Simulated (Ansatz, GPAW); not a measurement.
LiTlSe$_{2}$: PBE in single-zeta orbitals, run from Python

These are simulated results from GPAW 26.7.0, not measurements. The cell was built from a prototype and was relaxed with r2SCAN in plane waves (Ansatz 0.2.0). It may be hypothetical. All runs are without spin polarisation.

Space group P-4m2 (No. 115), tetragonal; a = 4.264 Å, c = 5.980 Å in the conventional setting, 27.18 Å³ an atom. Li has 4 Se at 2.53 Å; Se has 2 Li at 2.53 Å and 2 Tl at 2.68 Å; Tl has 4 Se at 2.68 Å.

The basis is minimal: single zeta, one radial function for each shell that the log's basis lists. It describes the filled bands fairly and the empty ones poorly.

run.py reads:

```python
import json
from ase import Atoms
from gpaw import GPAW, PW, FermiDirac

atoms = Atoms(['Li', 'Se', 'Tl', 'Se'],
              cell=[[4.263925, 0.0, 0.0], [0.0, 4.263925, 0.0], [0.0, 0.0, 5.980249]],
              scaled_positions=[[0.0, 0.0, 0.0], [-0.0, 0.5, 0.229213], [0.5, 0.5, 0.5], [0.5, 0.0, 0.770787]],
              pbc=True)
calc = GPAW(mode='lcao', basis='sz(dzp)', h=0.2, xc='PBE', kpts={'size': (4, 4, 4), 'gamma': True},
            occupations=FermiDirac(0.02), maxiter=100, legacy_gpaw=True, txt='gpaw.txt')
atoms.calc = calc
res = {'energy': atoms.get_potential_energy(force_consistent=True)}
res['electrons'] = calc.get_number_of_electrons()
res['k'] = calc.get_ibz_k_points().tolist()
res['levels'] = [calc.get_eigenvalues(kpt=i).tolist() for i in range(len(res['k']))]
points = [[0.0, 0.0, 0.0], [0.0, 0.5, 0.0], [0.5, 0.5, 0.0], [0.0, 0.0, 0.5], [0.0, 0.5, 0.5], [0.5, 0.5, 0.5]]
bands = calc.fixed_density(kpts=points, symmetry='off', txt='bands.txt')
res['points'] = [bands.get_eigenvalues(kpt=i).tolist() for i in range(len(points))]
json.dump(res, open('results.json', 'w'))
print('free energy (eV):', round(res['energy'], 5))
```

Command: `python run.py`. It took 7.8 s on 1 thread of Arm Neoverse V1, with other jobs on the host, peak memory 0.17 GiB.

The log gpaw.txt, trimmed of paths, versions and times, then the last line on the terminal. An iter line gives the energy in eV and the logarithms of the changes of orbitals (plane waves alone) and density (c: converged):

```
___ ___ ___ _ _ _
 |   |   |_  | | | |

 | | | | | . | | | |

 |__ |  _|___|_____|  26.7.0
 |___|_|

Input parameters:
  basis: sz(dzp)
  h: 0.2
  kpts: {gamma: True,
         size: (4, 4, 4)}
  maxiter: 100
  mode: lcao
  occupations: {fixmagmom: False,
                name: fermi-dirac,
                width: 0.02}
  xc: PBE

System changes: positions, numbers, cell, pbc, initial_charges, initial_magmoms

Initialize ...

species:
  Li:
    name:    Lithium
    Z:       3.0
    valence: 1
    core:    2
    charge:  0.0  # [|e|]
    compensation charges:
      type: gauss
      rc: 0.33  # [Å]
      lmax: 2
    cutoffs:
      filter: 1.91  # [Å]
      core: 2.55  # [Å]
    projectors
    | kind |    occ | energy [eV] | rcut [Å] |

    |------|--------|-------------|----------|

    |   2s |  1.000 |      -2.874 |    1.058 |

    |   2p |  0.000 |      -1.090 |    1.058 |

    |    s |        |      24.337 |    1.058 |

    LCAO basis set for Li:
      Name: sz(dzp)
      Number of radial functions: 1
      Number of spherical harmonics: 1
        l=0, rc=10.8906 Bohr: 2s-sz confined orbital
      Number of RI-basis functions 0

  Se:
    name:    Selenium
    Z:       34.0
    valence: 6
    core:    28
    charge:  0.0  # [|e|]
    compensation charges:
      type: gauss
      rc: 0.27  # [Å]
      lmax: 2
    cutoffs:
      filter: 1.77  # [Å]
      core: 2.67  # [Å]
    projectors
    | kind |    occ | energy [eV] | rcut [Å] |

    |------|--------|-------------|----------|

    |   4s |  2.000 |     -17.277 |    0.847 |

    |   4p |  4.000 |      -6.512 |    1.005 |

    |    s |        |       9.935 |    0.847 |

    |    p |        |      20.699 |    1.005 |

    |    d |        |       0.000 |    0.847 |

    LCAO basis set for Se:
      Name: sz(dzp)
      Number of radial functions: 2
      Number of spherical harmonics: 4
        l=0, rc=5.7344 Bohr: 4s-sz confined orbital
        l=1, rc=7.2656 Bohr: 4p-sz confined orbital
      Number of RI-basis functions 0

  Tl:
    name:    Thallium
    Z:       81.0
    valence: 13
    core:    68
    charge:  0.0  # [|e|]
    compensation charges:
      type: gauss
      rc: 0.38  # [Å]
      lmax: 2
    cutoffs:
      filter: 2.11  # [Å]
      core: 2.55  # [Å]
    projectors
    | kind |    occ | energy [eV] | rcut [Å] |

    |------|--------|-------------|----------|

    |   6s |  2.000 |      -9.493 |    1.212 |

    |   6p |  1.000 |      -2.379 |    1.270 |

    |   5d | 10.000 |     -15.517 |    1.191 |

    |    s |        |      17.718 |    1.212 |

    |    p |        |      24.832 |    1.270 |

    |    d |        |      11.695 |    1.191 |

    LCAO basis set for Tl:
      Name: sz(dzp)
      Number of radial functions: 3
      Number of spherical harmonics: 9
        l=0, rc=7.3438 Bohr: 6s-sz confined orbital
        l=1, rc=11.0312 Bohr: 6p-sz confined orbital
        l=2, rc=4.8750 Bohr: 5d-sz confined orbital
      Number of RI-basis functions 0

Reference energy: -682454.832353  # eV

Spin-paired calculation

Convergence criteria:
 Maximum [total energy] change in last 3 cyles: 0.0005 eV / valence electron
 Maximum integral of absolute [dens]ity change: 0.0001 electrons / valence electron
 Maximum integral of absolute [eigenst]ate change: 4e-08 eV^2 / valence electron
 Maximum number of scf [iter]ations: 100
 (Square brackets indicate name in SCF output, whereas a 'c' in
 the SCF output indicates the quantity has converged.)

Symmetries present (total): 8

  ( 1  0  0)  ( 1  0  0)  ( 0  1  0)  ( 0  1  0)  ( 0 -1  0)  ( 0 -1  0)
  ( 0  1  0)  ( 0 -1  0)  ( 1  0  0)  (-1  0  0)  ( 1  0  0)  (-1  0  0)
  ( 0  0  1)  ( 0  0  1)  ( 0  0 -1)  ( 0  0 -1)  ( 0  0 -1)  ( 0  0 -1)

  (-1  0  0)  (-1  0  0)
  ( 0  1  0)  ( 0 -1  0)
  ( 0  0  1)  ( 0  0  1)

64 k-points: 4 x 4 x 4 Monkhorst-Pack grid + [1/8,1/8,1/8]
18 k-points in the irreducible part of the Brillouin zone
       k-points in crystal coordinates                weights
   0:     0.00000000    0.00000000    0.00000000          1/64
   1:     0.00000000    0.00000000    0.25000000          2/64
   2:     0.00000000    0.00000000    0.50000000          1/64
   3:     0.25000000    0.00000000    0.00000000          4/64
   4:     0.25000000    0.00000000    0.25000000          8/64
   5:     0.25000000    0.00000000    0.50000000          4/64
   6:     0.25000000    0.25000000    0.00000000          4/64
   7:     0.25000000    0.25000000    0.25000000          8/64
   8:     0.25000000    0.25000000    0.50000000          4/64
   9:     0.50000000    0.00000000    0.00000000          2/64
          ...
  17:     0.50000000    0.50000000    0.50000000          1/64

Wave functions: LCAO
  Diagonalizer: Serial LAPACK
  Atomic Correction: dense with blas
  Data-type: complex

Occupation numbers: Fermi-Dirac:
  width: 0.0200  # eV

Eigensolver
   LCAO using direct dense diagonalizer

Densities:
  Coarse grid: 20*20*28 grid
  Fine grid: 40*40*56 grid
  Total Charge: 0.000000

Density mixing:
  Method: separate
  Backend: msr1
  Linear mixing parameter: 0.05
  old densities: 10
  Width of damping distribution: 1.1
  Damping of long wavelength oscillations: 20

Hamiltonian:
  XC and Coulomb potentials evaluated on a 40*40*56 grid
  Using the PBE Exchange-Correlation functional
  Interpolation: tri-quintic (5. degree polynomial)
  Poisson solver: FastPoissonSolver using
    Stencil: 6*3+1=19 point O(h^6) finite-difference Laplacian
    FFT axes: [np.int64(0), np.int64(1), np.int64(2)]
    FST axes: []

XC parameters: PBE with 2 nearest neighbor stencil

Memory estimate:
  Process memory now: 117.62 MiB
  Calculator: 20.99 MiB
    Density: 14.15 MiB
      Arrays: 2.22 MiB
      Localized functions: 10.22 MiB
      Mixer: 1.71 MiB
    Hamiltonian: 2.18 MiB
      Arrays: 1.45 MiB
      XC: 0.00 MiB
      Poisson: 0.00 MiB
      vbar: 0.72 MiB
    Wavefunctions: 4.66 MiB
      C [qnM]: 0.09 MiB
      S, T [2 x qmm]: 0.18 MiB
      P [aqMi]: 0.02 MiB
      BasisFunctions: 4.38 MiB
      Eigensolver: 0.00 MiB

Total number of cores used: 1

Number of atoms: 4
Number of atomic orbitals: 18
Number of bands in calculation: 18
Number of valence electrons: 26
Bands to converge: occupied

... initialized

Initializing position-dependent things.

Density initialized from atomic densities
    .---------.
   /|         |

  / |         |

 *  |         |

 |  |         |

 |  | Sel     |

 |  |         |

 |Se.---------.
 | /         /
 |/         /
 Li--------*
Positions:
   0 Li     0.000000    0.000000    0.000000    ( 0.0000,  0.0000,  0.0000)
   1 Se     0.000000    2.131963    1.370751    ( 0.0000,  0.0000,  0.0000)
   2 Tl     2.131963    2.131963    2.990124    ( 0.0000,  0.0000,  0.0000)
   3 Se     2.131963    0.000000    4.609498    ( 0.0000,  0.0000,  0.0000)

Unit cell:
           periodic     x           y           z      points  spacing
  1. axis:    yes    4.263925    0.000000    0.000000    20     0.2132
  2. axis:    yes    0.000000    4.263925    0.000000    20     0.2132
  3. axis:    yes    0.000000    0.000000    5.980249    28     0.2136

  Lengths:   4.263925   4.263925   5.980249
  Angles:   90.000000  90.000000  90.000000

Effective grid spacing dv^(1/3) = 0.2133

iter:   1   -11.741839        c
iter:   2   -11.640379        c -1.11
iter:   3   -11.202412        c -1.14
iter:   4   -11.192743        c -1.81
iter:   5   -11.191314c       c -2.21
iter:   6   -11.191284c       c -3.30
iter:   7   -11.191280c       c -3.69
iter:   8   -11.191280c       c -4.67c

Converged after 8 iterations.

Energy contributions relative to reference atoms: (reference = -682454.832353)

Kinetic:       +109.284473
Potential:      -99.774761
External:        +0.000000
XC:             -20.978180
Entropy (-ST):   -0.000001
Local:           +0.277189
SIC:             +0.000000
--------------------------
Free energy:    -11.191280
Extrapolated:   -11.191280

Showing only first 2 kpts
 Kpt  Band  Eigenvalues  Occupancy
  0    11      3.16999    1.99993
  0    12      3.16999    1.99993
  0    13      3.56872    0.00013
  0    14      7.01894    0.00000

  1    11      2.91561    2.00000
  1    12      2.91561    2.00000
  1    13      4.53615    0.00000
  1    14      6.98197    0.00000

Fermi level: 3.37633

Gap: 0.399 eV
Transition (v -> c):
  (s=0, k=0, n=12, [0.00, 0.00, 0.00]) -> (s=0, k=0, n=13, [0.00, 0.00, 0.00])
No difference between direct/indirect transitions

free energy (eV): -11.19128
```

The gap in the log is over the mesh alone; results.json adds the listed points. PBE in single-zeta orbitals gives a gap of 0.40 eV. On the same cell, plane-wave PBE (Ansatz, 6×6×4 k points and the special points) gives a gap of 0.44 eV and r2SCAN a gap of 0.71 eV; on shared hosts these took about 13 and 27 core-seconds on the 4-atom cell, against 7.7 for the script. Spin-orbit coupling, left out in all these runs, can cut or reorder the gap by tenths of an eV, up to about 1 eV with Pb or Bi.

Spin-orbit coupling is left out; in compounds of Pb, Bi, Tl or Hg it can lower a gap by up to about 1 eV, split its edges or invert the bands.
